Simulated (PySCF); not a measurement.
**A diatomic session: NaTe**

One table from this session's results is given with a row withheld; the runs are named, their logs left out.

Program: PySCF 2.14.0. Level of theory: Na def2-SVP, Te def2-SVP with ECP28, scalar-relativistic core potentials. These are calculated values, not measurements.

Set-up of the first run:

Settings of the job:

```yaml
atoms: Na, Te
charge: 0
basis: Na def2-SVP, Te def2-SVP with ECP28
Hamiltonian: scalar-relativistic core potentials
basis_functions: 41
electrons_treated: 35
masses_in_u: 22.9898, 129.9062
levels: PBE0, PBE, r²SCAN, M06, B97-3, M06-L, ωB97X, HF, MP2, SCS-MP2, CCSD, CCSD(T)
grid: 80 radial by 434 angular points
occupations: held fixed by the projection of orbital angular momentum
dissociation_limit: Na + Te, each in its ground configuration
starting_distance_in_angstrom: 2.895
values_of_2S_to_try: 1, 3
```

On the command line:

```bash
$ OMP_NUM_THREADS=1 python dia.py task.json out
```

Steps of the session up to this table: Set-up; The PBE0 curve of the state that the search chose; Other states along the same grid; PBE; r²SCAN; M06; B97-3 (global hybrid GGA); M06-L; ωB97X; UHF; MP2 and coupled cluster.

One of the session's tables, all rows but one given; the rest of the session is left out.

It belongs to the step «The curves together». Energy (eV) from each level's lowest point:

```
R (Å)    UHF  UHF-MP2  UHF-SCS-MP2  UHF-CCSD  UHF-CCSD(T)
2.417  0.571    0.564        0.567       n/a          n/a
2.529  0.272    0.268        0.270     0.269        0.270
2.641  0.098    0.097        0.098     0.098        0.099
2.726  0.029    0.029        0.030     0.030        0.030
2.810  0.000    0.000        0.000     0.000        0.000
2.894  0.001    0.001        0.001     0.001        0.000
3.007      ?        ?            ?         ?            ?
3.147  0.126    0.126        0.123     0.123        0.120
3.316  0.270    0.271        0.267     0.265        0.261
3.541  0.495    0.501        0.495       n/a          n/a
```

Q: Estimate the row for R (Å) = 3.007 from the others.

Worked estimate for «UHF». A straight line through the neighbours (2.894, 0.001) and (3.147, 0.126) gives 0.001 + (0.126 − 0.001) × (3.007 − 2.894) / (3.147 − 2.894) = 0.057; a parabola fitted to 4 rows on both sides gives 0.043.

The run gave: UHF: 0.038; UHF-MP2: 0.038; UHF-SCS-MP2: 0.037; UHF-CCSD: 0.037; UHF-CCSD(T): 0.035. In «UHF» the line misses by +0.019 and the parabola by +0.005.

State 2 has its PBE0 minimum 0.73 eV higher. State 3 has its PBE0 minimum 2.06 eV higher. The other levels ran on the lowest alone.
